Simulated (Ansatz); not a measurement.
# C2Cl2N2Si: how energies converge with the basis set

Aim: see how fast density functionals converge with the basis set for C2Cl2N2Si.

Computed with Ansatz 0.2.0, Gaussian basis. Level: one geometry, several basis sets.

The runs, in order: PBE0-D4/def2-SVP; ωB97M-V/def2-SVP; PBE0-D4/def2-QZVPP; ωB97M-V/def2-QZVPP; the functionals' def2-TZVPP values are taken from earlier runs.

### Step 1. The relaxed structure

The geometry comes from an earlier relaxation with PBE0-D4 in a triple-zeta def2 set; it is a stationary point, not always the lowest conformer.

7 atoms, charge 0, spin multiplicity 1.

Atoms are counted from 1 here; the program's logs count them from 0.

Bond lengths: N1–C2 1.151 Å, C2–Si3 1.829 Å, Si3–Cl4 2.008 Å, Si3–Cl5 2.008 Å, Si3–C6 1.829 Å, C6–N7 1.151 Å. Angles: N1–C2–Si3 179.5°, C2–Si3–Cl4 109.1°, C2–Si3–Cl5 109.1°, C2–Si3–C6 107.6°, Cl4–Si3–Cl5 112.5°, Cl4–Si3–C6 109.1°, Cl5–Si3–C6 109.1°, Si3–C6–N7 179.5°.

As a file:

```xyz
7

N    -1.7344    0.7039    1.9573
C    -0.9618    0.5601    1.1162
Si    0.2694    0.3469   -0.2198
Cl   -0.3410    1.3560   -1.8455
Cl    2.0661    0.9592    0.4367
C     0.3519   -1.4368   -0.6168
N     0.4110   -2.5573   -0.8739
```

### Step 2. PBE0-D4 in def2-SVP

Contents of in.yaml:

```yaml
crystal:
  periodic: [false, false, false]
  atoms:
    - {symbol: N, position_ang: [-1.734354, 0.703946, 1.957345]}
    - {symbol: C, position_ang: [-0.961764, 0.560133, 1.116167]}
    - {symbol: Si, position_ang: [0.269449, 0.346890, -0.219752]}
    - {symbol: Cl, position_ang: [-0.341008, 1.355978, -1.845461]}
    - {symbol: Cl, position_ang: [2.066122, 0.959204, 0.436673]}
    - {symbol: C, position_ang: [0.351863, -1.436809, -0.616822]}
    - {symbol: N, position_ang: [0.410991, -2.557343, -0.873850]}
basis:
  gaussian: {orbitals: def2-SVP}
hamiltonian: {xc: pbe0, dispersion: d4}
output: {orbitals: {seedname: orbitals}}
```

Command:

```console
$ ansatz run in.yaml --threads 4 --pin off --events-out ev --progress --plain --max-ram 10444MiB
```

After this run come: ωB97M-V in def2-SVP; PBE0-D4 in def2-QZVPP; ωB97M-V in def2-QZVPP.

Before running them: what should the planned runs give, taken together? Wanted: PBE0-D4: double and triple zeta above quadruple; ωB97M-V: double and triple zeta above quadruple.

**Answer**, as computed:

| quantity | value |
| --- | --- |
| PBE0-D4: double and triple zeta above quadruple | 18.57, 1.24 eV |
| ωB97M-V: double and triple zeta above quadruple | 18.54, 1.16 eV |

What this shows: PBE0-D4 gains 17.33 eV from double to triple zeta, then 1.24 eV more. Total energies overstate the basis error of differences, where much of it tends to cancel.
